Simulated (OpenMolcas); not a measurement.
**Os⁴⁺ among point charges: CASSCF and CASPT2 levels and susceptibility**

How does a field of 6 point charges split the states of Os⁴⁺, and what χT follows?

Method: state-averaged CASSCF and CASPT2, spin-orbit coupling by RASSI with atomic mean-field integrals. Code: OpenMolcas 26.06.

**1. What is computed**

```
Species                           : Os⁴⁺ (osmium, Z = 76, 72 electrons)
Basis                             : ANO-RCC-VDZP [7s6p4d2f1g], 68 functions
Scalar Hamiltonian                : DKH2, point nucleus
Inactive shells                   : 1s 2s 2p 3s 3p 3d 4s 4p 4d 4f 5s 5p
Active space                      : 4 electrons in 5 orbitals (5d)
Some configurations of this space : 5d4
Orbitals                          : optimised for each spin and parity, averaged over all roots
```

Outer shells as boxes (Hund's rule):

5d4
```
5d [↑ ][↑ ][↑ ][↑ ][  ]
```

The ion sits among 6 point charges of -1.7 e arranged as an octahedron (Oh), 2.05 Å from the ion.

The work runs as a chain of OpenMolcas steps in one folder; each step below is one input file. Labels, J, g values, rates, χT and fits are worked out afterwards by a script from the matrices that RASSI stores. The input lists half of the charges; inversion (Group=XYZ) makes the rest.

**2. Basis and integrals**

Input file a.inp:

```
&GATEWAY
Coord
1

Os 0.0 0.0 0.0
Basis=ANO-RCC-VDZP
Group=XYZ
NoMove
AngMom=0.0 0.0 0.0
AMFI
XField
3 Angstrom 0
2.050000 0.000000 0.000000 -1.700000
0.000000 2.050000 0.000000 -1.700000
0.000000 0.000000 2.050000 -1.700000
&SEWARD
```

Started as:

```console
$ OMP_NUM_THREADS=1 MOLCAS_MEM=1689 MOLCAS_PROJECT=a pymolcas a.inp > a.log
```

**3. CASSCF: quintets of even parity, 5 roots**

Input file a.inp:

```
&RASSCF
FileOrb=start.orb
Symmetry=1
Spin=5
nActEl=4 0 0
Inactive=15 19
Ras2=5 0
CIRoot=5 5 1
SDav=5
CIMx=300
Iter=120 100
PrWF=0.3
OrbListing=Nothing
MaxOrb=0
>>> COPY $Project.JobIph JOB001
```

start.orb holds the contracted functions of the basis, ordered by shell, or the orbitals of the step before.

**4. Reference wave functions, triplets of even parity, 45 roots**

Input file a.inp:

```
&RASSCF
FileOrb=start.orb
Symmetry=1
Spin=3
nActEl=4 0 0
Inactive=15 19
Ras2=5 0
CIRoot=45 45 1
SDav=45
CIMx=300
Iter=120 100
PrWF=0.3
OrbListing=Nothing
MaxOrb=0
>>> COPY $Project.JobIph JOB002
```

**5. Reference wave functions, singlets of even parity, 50 roots**

Input file a.inp:

```
&RASSCF
FileOrb=start.orb
Symmetry=1
Spin=1
nActEl=4 0 0
Inactive=15 19
Ras2=5 0
CIRoot=50 50 1
SDav=50
CIMx=300
Iter=120 100
PrWF=0.3
OrbListing=Nothing
MaxOrb=0
>>> COPY $Project.JobIph JOB003
```

**6. State interaction with spin-orbit coupling**

Input file a.inp:

```
&RASSI
NrOfJobIphs=3 5 45 50
1 2 3 4 5
1 2 3 4 5 6 7 8 9 10 11 12 13 14 15 16 17 18 19 20 21 22 23 24 25 26 27
28 29 30 31 32 33 34 35 36 37 38 39 40 41 42 43 44 45
1 2 3 4 5 6 7 8 9 10 11 12 13 14 15 16 17 18 19 20 21 22 23 24 25 26 27
28 29 30 31 32 33 34 35 36 37 38 39 40 41 42 43 44 45 46 47 48 49 50
IphNames
JOB001
JOB002
JOB003
EJob
SpinOrbit
DIPRint=1.0
SOCoupling=1000.0
Subsets=2
Property=9
'ANGMOM' 1 'ANGMOM' 2 'ANGMOM' 3 'MLTPL  1' 1 'MLTPL  1' 2 'MLTPL  1' 3
'AMFI' 1 'AMFI' 2 'AMFI' 3
SOProperty=3
'ANGMOM' 1 'ANGMOM' 2 'ANGMOM' 3
```

**7. CASPT2: IPEA 0.25, imaginary shift 0.1 (closed shells correlated: 5s 5p)**

Input file a.inp:

```
>>> COPY JOB001 $Project.JobIph
&CASPT2
Multistate=5 1 2 3 4 5
NoMult
Frozen=14 16
IPEA=0.25
Imaginary=0.1
MaxIter=60
WThr=0.0 0.3 0.05
PrWF=0.5
NoMix
>>> COPY JOB002 $Project.JobIph
&CASPT2
Multistate=45 1 2 3 4 5 6 7 8 9 10 11 12 13 14 15 16 17 18 19 20 21 22
23 24 25 26 27 28 29 30 31 32 33 34 35 36 37 38 39 40 41 42 43 44 45
NoMult
Frozen=14 16
IPEA=0.25
Imaginary=0.1
MaxIter=60
WThr=0.0 0.3 0.05
PrWF=0.5
NoMix
>>> COPY JOB003 $Project.JobIph
&CASPT2
Multistate=50 1 2 3 4 5 6 7 8 9 10 11 12 13 14 15 16 17 18 19 20 21 22
23 24 25 26 27 28 29 30 31 32 33 34 35 36 37 38 39 40 41 42 43 44 45 46
47 48 49 50
NoMult
Frozen=14 16
IPEA=0.25
Imaginary=0.1
MaxIter=60
WThr=0.0 0.3 0.05
PrWF=0.5
NoMix
```

(Steps that only read results are left out.)

What does the calculation give? Wanted: spin-free ground state; first state of the same spin within the active space; lowest level; next level.

As calculated:

| quantity | value |
| --- | --- |
| method | SS-CASPT2, IPEA 0.25, imaginary shift 0.1 (closed shells correlated: 5s 5p) |
| spin-free ground state | 5E, 2-fold in its orbital part |
| first state of the same spin within the active space | 5T2 at 8830 cm⁻¹ |
| lowest level | 1-fold A1 |
| next level | 4810.8 cm⁻¹ |
| χT at 300 K | 0.08 cm³ K/mol |
| effective moment at 300 K | 0.78 μB |

Cost by method:

```tsv
method	time of its own steps	time with the reference
A. CASSCF	20 s	20 s
B. SS-CASPT2, IPEA 0.25, imaginary shift 0.1, +5s 5p	8.7 s	29 s
```

Times are of one thread on a shared host.

**Reading.** The spin-free ground state (5E) comes to 100 % from free-ion D terms and keeps the highest spin of the shell. χT at 300 K is 0.08, against 3.01 cm³ K/mol for the spin alone, so spin-orbit coupling lowers it. An active space of the d shell alone favours high spin; real ions in strong fields can be low spin. A ligand-field fit to the states below 45000 cm-1 gives 10Dq = 9118 cm-1, B = 702 cm-1 and C = 3354 cm-1 (C/B = 4.78), with a deviation of 375 cm-1. CASPT2 does not keep the components of a term degenerate, and the means are used. An orbital doublet at a regular site is open to a Jahn-Teller distortion, which this geometry leaves out. The field of point charges can differ much from that of real complexes. With metal d orbitals alone active, the gaps between spin states are rough; where two lie within a few thousand cm-1, their order is open. This is an electrostatic model: the charges have no orbitals.
